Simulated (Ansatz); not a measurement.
**AgAu (P-6m2): test of the smearing width**

How much does the smearing width move the energy of AgAu (P-6m2)? Aim: a test of the smearing width, for AgAu (P-6m2), run from a script.

Program: the Python package of Ansatz 0.2.0. Level of theory: DFT PBEsol, plane waves, PAW. These are calculated values, not measurements.

### Step 1. The system

It takes space group P-6m2 (No. 187, hexagonal). Conventional cell: a = 2.935 Å, b = 2.935 Å, c = 4.697 Å, α = 90.00°, β = 90.00°, γ = 120.00°. Around Ag (site symmetry -6m2) lie 6 Au at 2.90 Å and 6 Ag at 2.94 Å. Around Au (site symmetry -6m2) lie 6 Ag at 2.90 Å and 6 Au at 2.94 Å.

Input file agau.cif:

```cif
data_AgAu
_cell_length_a 2.935167
_cell_length_b 2.935167
_cell_length_c 4.696905
_cell_angle_alpha 90.00000
_cell_angle_beta 90.00000
_cell_angle_gamma 120.00000
_symmetry_space_group_name_H-M 'P 1'
_symmetry_Int_Tables_number 1
loop_
_symmetry_equiv_pos_as_xyz
'x, y, z'
loop_
_atom_site_label
_atom_site_type_symbol
_atom_site_fract_x
_atom_site_fract_y
_atom_site_fract_z
Ag1 Ag    0.000000    0.000000    0.500000
Au2 Au    0.666667    0.333333    0.000000
```

### Step 2. Script

File agau_smear.py:

```python
"""How the energy of AgAu depends on the smearing."""

import csv

import ansatz as az
from ase.io import read

atoms = read("agau.cif")
agau = az.Crystal.from_ase(atoms)

model = (
    agau.calculation()
    .pseudopotentials("paw")
    .basis(19 * az.Ha)
    .functional("PBEsol")
    .kpoints(10, 10, 6, center="gamma")  # the mesh must be finer for metals
    .forces()  # eV per angstrom
    .stress()  # GPa
)

rows = []
for value in [0.25, 0.15, 0.1, 0.05, 0.025]:
    report = model.occupations("methfessel_paxton", width=value).run(threads=1, backend="cpu").report
    rows.append((value, report["free_energy_ev"] / len(report["lattice"]["sites"]), report["n_iterations"], sum(report["stress_gpa"][i][i] for i in range(3)) / 3, max(abs(f) for row in report["forces_ev_ang"] for f in row), report["n_kpoints"]))

with open("smear.csv", "w", newline="") as handle:
    writer = csv.writer(handle)
    writer.writerow(["width (eV)", "F/atom (eV)", "iterations", "P (GPa)", "max component (eV/A)", "k-points"])
    writer.writerows([round(v, 5) if isinstance(v, float) else v for v in row] for row in rows)

# differences from the last row
for row in rows[:-1]:
    shift = 1000 * (row[1] - rows[-1][1])
    print(f"{row[0]}: {shift:+.2f} meV/atom" + ("  (within 5 meV)" if abs(shift) < 5 else ""))
```

### Step 3. Launch

Command:

```bash
> python agau_smear.py
```

What it wrote:

```text
DeckWarning: the atoms were moved onto the symmetric positions of the space group found under crystal.symmetry.tolerance 1.0e-5 (fractional; no operation is sought that the atoms, as they stand in a round, miss by more than twice it, and no atom is moved by as much as it), and the run uses the moved positions. Before a round's move an operation carried an atom to 1.47e-6 Å from where it should land, the largest such distance. Atom 1 (counting from 0) moved farthest, by 1.69e-6 Å; the longest move in fractions of the cell, of whichever atom, is 0.04 of the tolerance, in 1 round. To run the atoms as typed, lower crystal.symmetry.tolerance until the operations that they miss are no longer [...]
0.25: -0.96 meV/atom  (within 5 meV)
0.15: -0.62 meV/atom  (within 5 meV)
0.1: -0.32 meV/atom  (within 5 meV)
0.05: -0.07 meV/atom  (within 5 meV)
```

(Warnings from the package without file and line, shortened.)

Run time: 18 s. Hardware: 1 thread of Arm Neoverse V2, shared host; peak memory 0.49 GiB.

File smear.csv afterwards:

```csv
width (eV),F/atom (eV),iterations,P (GPa),max component (eV/A),k-points
0.25,-10264.68699,7,-4.85876,0.0,56
0.15,-10264.68665,7,-4.8636,0.0,56
0.1,-10264.68634,5,-4.86159,0.0,56
0.05,-10264.6861,5,-4.87067,0.0,56
0.025,-10264.68603,5,-4.86301,0.0,56
```

Lines on the test bed's own set-up are left out of the output.

### Step 4. The engine's runs

From the records of these 5 runs:

```tsv
run	width (eV)	energy from run 5 (meV/atom)	the same at zero width (meV/atom)	pressure (GPa)	SCF cycles	CPU time (s)
1	0.25	-0.96	-0.72	-4.86	7	3.7
2	0.15	-0.62	-0.47	-4.86	7	3.5
3	0.1	-0.32	-0.17	-4.86	5	3.1
4	0.05	-0.07	-0.06	-4.87	5	3.1
5	0.025	0.00	0.00	-4.86	5	3.1
```

Energies are free energies F = E - TS of the smeared occupations. 

### Step 5. What came out

| quantity | value |
| --- | --- |
| runs compared | 5 |
| last run but one, from the last | -0.07 meV/atom |
| within 5 meV/atom of the last run from | 0.25 |

In words: Going from 0.025 to 0.25 eV changes F by -1.0 meV an atom. This scheme is built to cancel the term in the square of the width, so the shifts stay small and are partly the mesh's error. The pressure moves from -4.86 to -4.86 GPa. Notes:
- The mesh is modest for a metal, so energies can be off by several to tens of meV an atom and pressures by half a GPa or more; differences at equal mesh fare better.
- Forces vanish by symmetry here and test nothing.
- The narrowest width needs the finest mesh, so the last row is no converged reference.
- Pressure is positive in compression.
- Spin-orbit coupling, which matters for elements this heavy, is left out.
- This cell is a computed structure, which may not be the phase found in nature.
